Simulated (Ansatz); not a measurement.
# NaGeH+ (doublet): from Hartree-Fock to the top rungs, cc-pVDZ

An exercise on one series of results from a longer session: the logs are not shown, and one member is left open.

Method: cc-pVDZ, core rule «outside noble gas», up to 19 orbitals frozen; program: Ansatz 0.2.0, Gaussian basis.

Plan: UHF; CCSD(T) on ROHF; CCSD(T) on UHF; BCCD(T) on ROHF; CISD; CCSDT(Q) on ROHF; CCSDT(Q) on UHF; Full CI.

12 further runs of the same task are left out: 6 for a known fault of the program, 2 that didn't finish, 4 set aside as unsound or not needed.

## What is computed

The geometry is a PBE0/def2-TZVP stationary point (not a proven minimum) of the parent state, kept for this charge and spin. No spin-orbit coupling is included. The filled d shell of Ge may be among the frozen orbitals whatever the setting's name suggests; the logs give the count.

3 atoms, charge 1, spin multiplicity 2.

Atoms are counted from 1 here; the program's logs count them from 0.

Bond lengths: Ge1–H3 1.609 Å.

Set-up of the first run:

in.yaml

```yaml
crystal:
  periodic: [false, false, false]
  atoms:
    - {symbol: Ge, position_ang: [0.000000, -0.026870, 0.688911]}
    - {symbol: Na, position_ang: [0.000000, 0.015653, -2.202807]}
    - {symbol: H, position_ang: [0.000000, 1.579397, 0.594781]}
basis:
  gaussian: {orbitals: cc-pVDZ}
total_charge: 1
magnetization: {spin_polarized: true, initial_magnetization: 1}
hamiltonian: {xc: hf}
output: {orbitals: {seedname: orbitals}}
```

Started as:

```console
> ansatz run in.yaml --threads 1 --pin off --events-out ev --progress --plain --max-ram 2393MiB
```

Among the steps run: UHF; CCSD(T) on ROHF; CCSD(T) on UHF; BCCD(T) on ROHF; CISD; CCSDT(Q) on ROHF; CCSDT(Q) on UHF; Full CI.

One table of the session follows, with a row left open; its other results are not shown here.

It belongs to the step «Misses and costs». 

```
   method  from FCI (meV)
     ROHF         +2403.0
      UHF         +2302.8
     RMP2          +638.9
     UMP2          +644.0
     CISD          +119.8
    RCCSD           +58.6
    UCCSD           +53.2
 RCCSD(T)           +14.3
 UCCSD(T)           +11.1
  BCCD(T)           +14.4
   RCCSDT            +1.2
   UCCSDT               ?
RCCSDT(Q)             0.0
UCCSDT(Q)            -3.0
      FCI               0
```

Estimate the missing values for UCCSDT.

As computed: from FCI (meV): -1.9. In the column «from FCI (meV)» it lies between UCCSDT(Q) (-3.0) and RCCSDT(Q) (0.0).

Caveats from the session: UCCSDT(Q) falls below full CI: unrestricted runs freeze a spin-polarised core, another one than full CI's, and coupled cluster isn't variational. Levels on UHF freeze UHF's core orbitals, full CI those of ROHF, so the U rows can settle a little off it for that reason alone. Restricted and unrestricted rows rest on different reference determinants; where their highest levels disagree by more than a few hundredths of an eV, they describe different states and don't form one ladder.
